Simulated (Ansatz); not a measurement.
# CH6BNSi: basis-set convergence

An exercise on one series of results from a longer session: the logs are not shown, and one member is left open.

Computed with Ansatz 0.2.0, Gaussian basis. Level: one geometry, several basis sets.

Levels to be run: PBE0-D4/def2-SVP; ωB97M-V/def2-SVP; PBE0-D4/def2-QZVPP; ωB97M-V/def2-QZVPP; the functionals' def2-TZVPP values are taken from earlier runs.

### Structure used throughout

The geometry comes from an earlier relaxation with PBE0-D4 in a triple-zeta def2 set; it is a stationary point, not always the lowest conformer.

SMILES `B[SiH2]N=C`, 10 atoms, charge 0, spin multiplicity 1.

Atoms are counted from 1 here; the program's logs count them from 0.

Bond lengths: B1–Si2 2.005 Å, B1–H5 1.197 Å, B1–H6 1.194 Å, Si2–N3 1.747 Å, Si2–H7 1.491 Å, Si2–H8 1.502 Å, N3–C4 1.257 Å, C4–H9 1.097 Å, C4–H10 1.103 Å. Angles: Si2–B1–H5 118.9°, Si2–B1–H6 123.4°, H5–B1–H6 117.8°, B1–Si2–N3 112.6°, B1–Si2–H7 108.4°, B1–Si2–H8 109.6°, N3–Si2–H7 106.9°, N3–Si2–H8 111.4°, H7–Si2–H8 107.8°, Si2–N3–C4 124.3°, N3–C4–H9 120.4°, N3–C4–H10 124.2°, H9–C4–H10 115.4°.

Set-up of the first run:

Input file in.yaml:

```yaml
crystal:
  periodic: [false, false, false]
  atoms:
    - {symbol: B, position_ang: [-1.809650, 0.616986, -0.808685]}
    - {symbol: Si, position_ang: [-0.103143, -0.419344, -0.626370]}
    - {symbol: N, position_ang: [1.129045, 0.465196, 0.241097]}
    - {symbol: C, position_ang: [1.662968, 0.072978, 1.309208]}
    - {symbol: H, position_ang: [-2.730421, 0.117195, -1.387362]}
    - {symbol: H, position_ang: [-1.959035, 1.718421, -0.371255]}
    - {symbol: H, position_ang: [0.433353, -0.684451, -1.992134]}
    - {symbol: H, position_ang: [-0.384811, -1.745189, 0.021404]}
    - {symbol: H, position_ang: [2.423253, 0.686462, 1.807168]}
    - {symbol: H, position_ang: [1.421340, -0.879353, 1.809830]}
basis:
  gaussian: {orbitals: def2-SVP}
hamiltonian: {xc: pbe0, dispersion: d4}
output: {orbitals: {seedname: orbitals}}
```

Started as:

```sh
ansatz run in.yaml --threads 2 --pin off --events-out ev --progress --plain --max-ram 4352MiB
```

Among the steps run: PBE0-D4 in def2-SVP; ωB97M-V in def2-SVP; PBE0-D4 in def2-QZVPP; ωB97M-V in def2-QZVPP.

One table of the session follows, with a row left open; its other results are not shown here.

It belongs to the step «Density functionals: the series». 

```
functional       basis  HOMO (eV)  LUMO (eV)
   PBE0-D4    def2-SVP      -6.98      -2.39
   PBE0-D4  def2-TZVPP      -7.13      -2.43
   PBE0-D4  def2-QZVPP      -7.15      -2.44
   ωB97M-V    def2-SVP      -9.29      -0.31
   ωB97M-V  def2-TZVPP          ?          ?
   ωB97M-V  def2-QZVPP      -9.49      -0.50
```

**Question.** Estimate the row for ωB97M-V, def2-TZVPP.

As computed: HOMO (eV): -9.47; LUMO (eV): -0.45. In the column «HOMO (eV)» it lies between ωB97M-V, def2-QZVPP (-9.49) and ωB97M-V, def2-SVP (-9.29).
